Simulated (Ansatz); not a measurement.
This was printed by a script on the Ansatz DFT code, driven from Python, for a ladder of methods at one geometry of CH₇BNSi, SMILES N[B]C[SiH3]. What did the script look like? Settings (for the species named): B3LYP, cc-pVDZ basis, multiplicity 2. The script varies functional: b3lyp, r2scan, pbe0, hse06.

| atom | x (Å) | y (Å) | z (Å) |
| --- | --- | --- | --- |
| N | 2.0141 | 0.4725 | 0.6628 |
| B | 1.3672 | 0.1531 | -0.6789 |
| C | 0.0068 | -0.6684 | -0.7720 |
| Si | -1.4103 | 0.2972 | -0.0253 |
| H | 1.3346 | 1.0372 | 1.2193 |
| H | 2.1514 | -0.4332 | 1.1648 |
| H | 0.1184 | -1.6361 | -0.2410 |
| H | -0.2213 | -0.8644 | -1.8396 |
| H | -1.5289 | 1.5997 | -0.6976 |
| H | -1.1736 | 0.5012 | 1.4116 |
| H | -2.6585 | -0.4588 | -0.2040 |

```console
$ python ch7bnsi_methods.py
functional    E (Ha)        dipole (D)   HOMO (eV)  LUMO (eV)
b3lyp         -411.368056     2.079      -4.817     -1.352
r2scan        -411.243187     2.085      -4.211     -2.004
pbe0          -411.068960     2.119      -5.108     -1.245
hse06         -411.054942     2.116      -4.706     -1.633
```

One script that gives this output:

Script `ch7bnsi_methods.py`:
```python
'''CH7BNSi at several levels of theory.'''

from dataclasses import dataclass
from pathlib import Path

import ansatz as az
import numpy as np


@dataclass(frozen=True)
class Options:
    basis: str = 'cc-pVDZ'


settings = Options()

geometry_ang = [
    ('N', [2.0141, 0.4725, 0.6628]),
    ('B', [1.3672, 0.1531, -0.6789]),
    ('C', [0.0068, -0.6684, -0.772]),
    ('Si', [-1.4103, 0.2972, -0.0253]),
    ('H', [1.3346, 1.0372, 1.2193]),
    ('H', [2.1514, -0.4332, 1.1648]),
    ('H', [0.1184, -1.6361, -0.241]),
    ('H', [-0.2213, -0.8644, -1.8396]),
    ('H', [-1.5289, 1.5997, -0.6976]),
    ('H', [-1.1736, 0.5012, 1.4116]),
    ('H', [-2.6585, -0.4588, -0.204]),
]
mol = az.Crystal.molecule()
for symbol, xyz in geometry_ang:
    mol = mol.atom(symbol, xyz)

setup = mol.calculation()
setup = setup.basis(gaussian=settings.basis)
setup = setup.spin('collinear', total=1)

print('functional    E (Ha)        dipole (D)   HOMO (eV)  LUMO (eV)')
for name in ['b3lyp', 'r2scan', 'pbe0', 'hse06']:
    report = setup.functional(name).forces().orbitals().run(threads=1, backend='cpu', runs_dir='runs').report
    lines = Path(report['orbitals_path']).read_text().splitlines()
    field_of = lambda key: [line.split('=')[1].strip() for line in lines if line.startswith(key)]
    orbitals = [(27.211386 * float(e), s, float(n)) for e, s, n in zip(field_of('Ene='), field_of('Spin='), field_of('Occup='))]
    homo = max(e for e, _, n in orbitals if n > 0.5)
    lumo = min(e for e, _, n in orbitals if n < 0.5)
    dipole = 4.803205 * np.linalg.norm(report['charge_distribution']['dipole_moment_e_ang'])
    print(f'{name:10s} {report["free_energy_ev"] / 27.211386246:14.6f} {dipole:9.3f} {homo:11.3f} {lumo:10.3f}')
```

Total energies depend on the basis set; only differences at equal settings carry meaning. The geometry is a force-field or estimated start, not a minimum of this method, and the basis set is short of its limit. A lower total doesn't mark the better method: functionals have no common bound, and MP2 and coupled cluster aren't variational. The species is open-shell (spin multiplicity 2). b3lyp holds the VWN-RPA fit, as in Gaussian; the form of ORCA and Turbomole is b3lyp5. Levels such as HOMO and LUMO are orbital energies: with these approximate functionals they aren't the ionisation energy and electron affinity, and their gap isn't the fundamental gap. For Al to Cl the sets with a tight d function, cc-pV(X+d)Z, are usual. hse06 follows the composition of plane-wave codes, whose totals differ by tens of mHa, up to about 0.1 Ha, from the form usual in Gaussian-basis programs (wpbeh). Finished in 27 s on 1 thread of Arm Neoverse V2, on a shared host, peak memory 0.32 GiB.

(Lines on the test bed's own set-up are left out of the output.)
